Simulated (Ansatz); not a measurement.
**CH2Ge (triplet): the correlation ladder at distance Ge1–C2 = 1.784 Å, cc-pVTZ**

How much of the correlation energy of CH2Ge (triplet) does each wave-function method recover here?

Method: cc-pVTZ, core rule «outside noble gas», up to 15 orbitals frozen; program: Ansatz 0.2.0, Gaussian basis.

The runs, in order: UHF; CCSD(T) on ROHF; CCSD(T) on UHF; BCCD(T) on ROHF; CCSDT(Q) on ROHF; CCSDT(Q) on UHF; CASSCF and NEVPT2, 4 electrons in 4 orbitals; CASSCF and NEVPT2, 10 electrons in 10 orbitals.

1 further run of the same task is left out (for a known fault of the program). Runs told in other sessions of the task aren't counted.

## (1) What is computed

The geometry derives from a PBE0/def2-TZVP stationary point (not a proven minimum). One bond is set to the value named and the two fragments are kept rigid. No spin-orbit coupling is included. The filled d shell of Ge may be among the frozen orbitals whatever the setting's name suggests.

4 atoms, charge 0, spin multiplicity 3.

Atoms are counted from 1 here; the program's logs count them from 0.

Bond lengths: Ge1–C2 1.784 Å, C2–H3 1.091 Å, C2–H4 1.091 Å. Angles: Ge1–C2–H3 123.6°, Ge1–C2–H4 123.6°, H3–C2–H4 112.9°.

## (2) UHF

in.yaml reads:

```yaml
crystal:
  periodic: [false, false, false]
  atoms:
    - {symbol: Ge, position_ang: [0.000000, 0.000000, 0.302757]}
    - {symbol: C, position_ang: [0.000000, 0.000000, -1.481243]}
    - {symbol: H, position_ang: [0.000000, 0.908852, -2.084213]}
    - {symbol: H, position_ang: [0.000000, -0.908852, -2.084213]}
basis:
  gaussian: {orbitals: cc-pVTZ}
magnetization: {spin_polarized: true, initial_magnetization: 2}
hamiltonian: {xc: hf}
output: {orbitals: {seedname: orbitals}}
```

Launch:

```console
$ ansatz run in.yaml --threads 1 --pin off --events-out ev --progress --plain --max-ram 2816MiB --backend cpu
```

The runs that follow: CCSD(T) on ROHF; CCSD(T) on UHF; BCCD(T) on ROHF; CCSDT(Q) on ROHF; CCSDT(Q) on UHF; CASSCF and NEVPT2, 4 electrons in 4 orbitals; CASSCF and NEVPT2, 10 electrons in 10 orbitals.

Q: Predict the results of all the runs planned. Wanted: UCCSDT(Q) from the RHF energy; RMP2 from UCCSDT(Q); UMP2 from UCCSDT(Q); RCCSD from UCCSDT(Q); RCCSD(T) from UCCSDT(Q); UCCSD(T) from UCCSDT(Q); RCCSDT(Q) from UCCSDT(Q); NEVPT2 valence from UCCSDT(Q); T1 diagnostic.

**Answer**, as computed:

| quantity | value |
| --- | --- |
| UCCSDT(Q) from the ROHF energy | -7.0790 eV |
| RMP2 from UCCSDT(Q) | +102.4 kJ/mol |
| UMP2 from UCCSDT(Q) | +106.1 kJ/mol |
| RCCSD from UCCSDT(Q) | +27.7 kJ/mol |
| RCCSD(T) from UCCSDT(Q) | +4.0 kJ/mol |
| UCCSD(T) from UCCSDT(Q) | +3.6 kJ/mol |
| RCCSDT(Q) from UCCSDT(Q) | +0.5 kJ/mol |
| NEVPT2 valence from UCCSDT(Q) | +107.1 kJ/mol |
| levels within 1 kcal/mol (43 meV) | RCCSD(T), UCCSD(T), BCCD(T), RCCSDT, UCCSDT, RCCSDT(Q) |
| T1 diagnostic | 0.018 |
| effectively unpaired electrons | 2.02 |

RCCSD(T) lands +4.0 kJ/mol from the yardstick (0.6 % of the correlation energy). One determinant dominates. These misses are within one basis, not against nature; the frozen cores of restricted and unrestricted runs differ, which can shift their rows.
